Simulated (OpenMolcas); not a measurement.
# triplet Si4: a first try and a second

Wanted: energy and gradient of triplet Si4, UHF/cc-pVTZ.

The results are computed with OpenMolcas 26.06.

10 further runs of the same task are left out: 10 set aside as unsound or not needed.

### Step 1. Starting point

Si4 has 4 atoms, charge 0, and is taken as a triplet. SMILES of the parent species: `[Si]1[Si][Si][Si]1`. The coordinates come from a GFN2-xTB relaxation. That shape belongs to the parent species and isn't relaxed for this state.

Bond lengths: Si1–Si2 2.291 Å, Si2–Si3 2.291 Å, Si1–Si4 2.292 Å, Si3–Si4 2.291 Å. Angles: Si1–Si2–Si3 112.3°, Si2–Si1–Si4 67.7°, Si2–Si3–Si4 67.7°, Si1–Si4–Si3 112.3°. A long bond or contact: Si2–Si4 2.552 Å.

### Step 2. The input as first written

job.input

```
>>> EXPORT MOLCAS_PRINT=2

&GATEWAY
  BasLib=$CurrDir
  Coord
  4
  angstrom
  Si       1.034120      -0.476140       1.525080
  Si      -0.921360       0.442170       0.763360
  Si      -1.025220       0.495440      -1.524760
  Si       0.912460      -0.461460      -0.763680
  Basis=cc-pVTZ
  Group=NoSym

&SEWARD

&SCF
  UHF
  Spin=3
  Thresholds=1e-11 1e-08 1e-08 1e-07
  PrOrbitals=1 1

&ALASKA
```

The basis set cc-pVTZ is read from a file made from the Basis Set Exchange's data (not shown).

Run with:

```sh
$ export MOLCAS_MEM=1860
$ pymolcas job.input > job.log
```

What it wrote:

```text
--- Start Module: gateway ---

                                              &GATEWAY

                       available to each process: 1.9 GB of memory, 1 thread

 Basis Set     1 Label: SI.CC-PVTZ
 Basis set is read from library:.
 basistype.tbl is not found

++    Symmetry information:
      ---------------------

                    Character Table for C1

                             E
                    a        1  x, y, xy, Rz, z, xz, Ry, yz, Rx, I
--

++    Basis set information:
      ----------------------

      Basis set label: SI.CC-PVTZ.........

      Electronic valence basis set:
      ------------------
      Associated Effective Charge  14.000000 au
      Associated Actual Charge     14.000000 au
      Nuclear Model: Point charge

      Shell  nPrim  nBasis  Cartesian Spherical Contaminant
         s      15       5        X
         p       9       4        X
         d       2       2                 X
         f       1       1                 X
--

++    Molecular structure info:
      -------------------------

                    ************************************************
                    **** Cartesian Coordinates / bohr, angstrom ****
                    ************************************************

[... 79 lines left out ...]
      Nuclear repulsion energy =  248.96576543
[... 41 lines left out ...]
++ Convergence information
                               UHF SCF        iterations: Energy and convergence statistics
[... 412 lines left out ...]
       No convergence after 399 Iterations
[... 4 lines left out ...]
 *                                             SCF/KS-DFT Program, Final results                                             *
 *                                                       Final Results                                                       *
[... 105 lines left out ...]
      Title: Natural orbitals
[... 39 lines left out ...]
          Orbital           91        92        93        94        95        96        97        98        99       100
          Energy            1.5537    1.3005    0.9209    1.1994    0.4813    1.6424    1.4002    2.7173    2.3920    1.3701
          Occ. No.          0.0000    0.0000    0.0000    0.0000    0.0000    0.0000    0.0000    0.0000    0.0000    0.0000

          Orbital          101       102       103       104       105       106
          Energy            0.5033    0.5808    1.9483    1.2981    1.7623    1.0682
          Occ. No.          0.0000    0.0000    0.0000    0.0000    0.0000    0.0000

--

++    Molecular properties:
      ---------------------

      Charge (e):
                      =   -0.0000
      Dipole Moment (debye):
      Origin of the operator (angstrom)=    0.0000    0.0000   -0.0000
                   X= -6.5892E-04               Y=  5.5326E-03               Z=  1.0466E-04           Total=  5.5727E-03
      Quadrupole Moment (debye*angstrom):
      Origin of the operator (angstrom)=    0.0000    0.0000   -0.0000
                  XX= -5.3812E+01              XY= -3.9041E-01              XZ=  2.8760E-01              YY= -5.4433E+01
                  YZ= -1.2830E-01              ZZ= -5.3430E+01
      In traceless form (debye*angstrom)
                  XX=  1.1917E-01              XY= -5.8561E-01              XZ=  4.3140E-01              YY= -8.1140E-01
                  YZ= -1.9244E-01              ZZ=  6.9223E-01
--

--- Stop Module: scf /rc=_RC_NOT_CONVERGED_ ---
--- Module scf spent 9 minutes 41 seconds ---

.#######################.
.# Convergence problem #.
.#######################.

    Timing: Wall=590.29 User=480.52 System=109.60
```

It took 9.8 min on 1 thread of Arm Neoverse V2, shared host; peak memory 1 GiB.

### Step 3. Reading the log

No converged result was reached.

In place of `>>> EXPORT MOLCAS_PRINT=2`, `Thresholds=1e-11 1e-08 1e-08 1e-07` the sound input has `Thresholds=1e-09 1e-06 1e-06 1e-05`. These settings are changed for another try; the log doesn't prove which change is needed.

### Step 4. Try two

job.input, as its differences from that of step 2:

```diff
@@ -1,3 +1 @@
->>> EXPORT MOLCAS_PRINT=2
-
 &GATEWAY
@@ -19,3 +17,3 @@
   Spin=3
-  Thresholds=1e-11 1e-08 1e-08 1e-07
+  Thresholds=1e-09 1e-06 1e-06 1e-05
   PrOrbitals=1 1
```

The basis set cc-pVTZ is read from a file made from the Basis Set Exchange's data (not shown).

Run with:

```sh
$ export MOLCAS_MEM=1860
$ pymolcas job.input > job.log
```

What it wrote:

```text
--- Start Module: gateway ---
[...]
--- Stop Module: gateway /rc=_RC_ALL_IS_WELL_ ---
[...]
      Basis functions          136
[...]
--- Start Module: scf ---
[...]
       Convergence after 139 Iterations
[...]
::    Total SCF energy                              -1155.6373669189
[...]
      Total spin, S                                     1.0618909211
[...]
      Total electronic charge=   56.000000
      Total            charge=   -0.000000
[...]
      Dipole Moment (debye):
      Origin of the operator (angstrom)=    0.0000    0.0000   -0.0000
                   X= -6.6874E-04               Y=  5.5374E-03               Z=  1.0469E-04           Total=  5.5786E-03
      Quadrupole Moment (debye*angstrom):
[...]
--- Stop Module: scf /rc=_RC_ALL_IS_WELL_ ---
[...]
--- Start Module: alaska ---
[...]
 *              Molecular gradients               *
 **************************************************
  Irreducible representation: a
 ------------------------------------------------------------------------------------------
                              X                       Y                       Z
 ------------------------------------------------------------------------------------------
  SI1              -1.45742107426550E-03    1.39641905308086E-03   -2.45154575638651E-03
  SI2              -2.82318707219886E-03    6.78535589138107E-04    2.20819431631369E-03
  SI3               2.00128971898295E-03   -2.37260691281271E-04    2.48870520481148E-03
  SI4               2.27931842760043E-03   -1.83769395090927E-03   -2.24535376487900E-03
 ------------------------------------------------------------------------------------------
--- Stop Module: alaska /rc=_RC_ALL_IS_WELL_ ---
[...]
```

It took 3.5 min on 1 thread of Arm Neoverse V2, shared host; peak memory 1 GiB.

### Step 5. Outcome

Level: UHF/cc-pVTZ.

| quantity | value |
| --- | --- |
| total energy | -1155.63737 Eh |
| dipole moment | 0.01 D |
| HOMO energy (highest over α and β) | -7.42 eV |
| LUMO energy (lowest over α and β) | -1.13 eV |
| ⟨S²⟩ | 2.190 |
| largest force on an atom | 0.190 eV/Å |

What this shows: ⟨S²⟩ is 2.19 where a pure triplet has 2.00: the reference is spin-contaminated.
